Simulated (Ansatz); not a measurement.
Working through an equation of state with a fit of Cu, space group P2/m

Program: Ansatz 0.2.0 through its Python package.

Run as a notebook:

In [1]:
```python
import warnings

import ansatz as az
from ase.eos import EquationOfState
from ase.units import GPa
import numpy as np
```

In [2]:
```python
VECTORS = np.array([
    [11.57025395, 0.0, 0.0],
    [0.0, 2.2382121, 0.0],
    [-4.59562394, 0.0, 21.74338835],
])
SITES = [
    ('Cu', [0.5, 0.5, 0.5]),
]
```

In [3]:
```python
def make_crystal(cell):
    crystal = az.Crystal(lattice=az.Lattice.of(cell))
    for symbol, position in SITES:
        crystal = crystal.atom(symbol, position)
    return crystal

warnings.simplefilter('ignore', az.DeckWarning)
```

In [4]:
```python
# scale the volume, keep shape and fractions
volumes, energies = [], []
for scale in np.linspace(0.94, 1.06, 7):
    cell = VECTORS * scale ** (1 / 3)
    calculation = (
        make_crystal(cell).calculation()
        .functional(az.Functional.PBESOL)
        .occupations(az.OccupationsMethod.COLD, width=0.15)
        .basis(550)
        .kpoints(3, 13, 2)
    )
    data = calculation.run(threads=1, pin='off').report
    volumes.append(abs(np.linalg.det(cell)) / len(SITES))
    energies.append(data['free_energy_ev'] / len(SITES))
    print(f'V = {volumes[-1]:8.4f} A^3/atom  F = {energies[-1]:.5f} eV/atom')

eos = EquationOfState(volumes, energies, eos='sj')
v0, e0, bulk = eos.fit()
print(f'V0 = {v0:.4f} A^3/atom, E0 = {e0:.5f} eV/atom, B = {bulk / GPa:.1f} GPa')
eos.plot('eos.png')
```
```text
V = 529.2967 A^3/atom  F = -6586.36257 eV/atom
V = 540.5584 A^3/atom  F = -6586.36806 eV/atom
V = 551.8200 A^3/atom  F = -6586.37157 eV/atom
V = 563.0816 A^3/atom  F = -6586.37328 eV/atom
V = 574.3433 A^3/atom  F = -6586.37339 eV/atom
V = 585.6049 A^3/atom  F = -6586.37204 eV/atom
V = 596.8665 A^3/atom  F = -6586.36939 eV/atom
V0 = 569.4474 A^3/atom, E0 = -6586.37353 eV/atom, B = 1.1 GPa
```
Out [4]:
```text
<Axes: title={'center': 'sj: E: -6586.374 eV, V: 569.447 Å$^3$, B: 1.092 GPa'}, xlabel='volume [Å$^3$]', ylabel='energy [eV]'>
```

A third-order Birch-Murnaghan fit through the 7 points (the script's own form differs a little) has its minimum at 569.45 Å³ an atom, 1.1 % above the typed cell, with a bulk modulus of 1 GPa and dB/dP = 4.2. From that minimum the energy rises by 11.0 meV an atom on the compressed side and 4.1 meV on the expanded side.

Caveats:
- Absolute energies stand on the zero of these potentials, so only differences at equal settings mean something.
- The cell holds an odd number of electrons and is run without spin, so a magnetic state may lie lower.
- Shape and fractional positions are held along the curve, so the bulk modulus is an upper value where they are free to relax, by a factor of two or more in layered or hydrogen-bonded cells.
- The cell holds layers, chains or clusters in vacuum, no bulk phase; its stress is averaged over the vacuum too and scales with the cell's height.
- Points of the mesh across the vacuum add cost only.
- This isn't the structure that Cu takes at ambient conditions.
- It ran for 96 s on 1 thread of Arm Neoverse V1, on a shared host, peak memory 0.88 GiB.
